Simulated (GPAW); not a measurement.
Here is a GPAW 26.7.0 calculation.

The input run.py:

```python
from ase import Atoms
from ase.dft.bandgap import bandgap
from ase.io import write
from ase.units import GPa
from gpaw import GPAW, PW, setup_paths

setup_paths.insert(0, '.')

atoms = Atoms(['Se', 'Ti', 'Ti', 'Ti'],
              cell=[[3.1974455988, 0.0, 0.0],
                    [-1.5987227994, 2.7690691158, 0.0],
                    [0.0, 0.0, 7.942745]],
              scaled_positions=[[0.0, 0.0, 0.0],
                                [0.6666666667, 0.3333333333, 0.5],
                                [0.3333333333, 0.6666666667, 0.772902],
                                [0.3333333333, 0.6666666667, 0.227098]],
              pbc=True)

calc = GPAW(mode=PW(600),
            xc='PBEsol',
            kpts={'size': (7, 7, 3), 'gamma': True},
            occupations={'name': 'fermi-dirac', 'width': 0.05},
            setups={'Ti': ':d,4.0'},
            nbands=39,
            convergence={'density': 1e-05, 'energy': 1e-05},
            maxiter=150,
            txt='gpaw.txt')
atoms.calc = calc
energy = atoms.get_potential_energy()
forces = atoms.get_forces()
stress = atoms.get_stress()
calc.write('gs.gpw')
write('result.traj', atoms)
print(f'Energy: {energy:.6f} eV')
print('Forces (eV/A):')
print(forces.round(4))
print('Stress (GPa):', (stress / GPa).round(3))
print('Fermi level:', round(calc.get_fermi_level(), 4), 'eV')
print(f'Gap: {bandgap(calc)[0]:.4f} eV, direct: {bandgap(calc, direct=True)[0]:.4f} eV')

path = atoms.cell.bandpath('GMKGALHA,LM,KH', npoints=60, eps=1e-4)
bs_calc = calc.fixed_density(kpts=path, symmetry='off', nbands=57,
                             convergence={'bands': 'CBM+6.0', 'eigenstates': 1e-6}, txt='bands.txt')
bs = bs_calc.band_structure()
bs.write('bs.json')
print(f'Gap on the path: {bandgap(bs_calc)[0]:.4f} eV')
```

Potentials or basis: PAW data sets generated in the run's folder for this functional, pw.

Launch:

```sh
$ gpaw-setup -f PBEsol Se Ti
$ OMP_NUM_THREADS=1 python run.py
```

(1) Estimate the largest force.

(2) What does it give for the pressure?

## Answers

(1) 0.198 eV/Å.

(2) -0.2 GPa.

Caveat: U without spin polarisation on a metal has little footing.
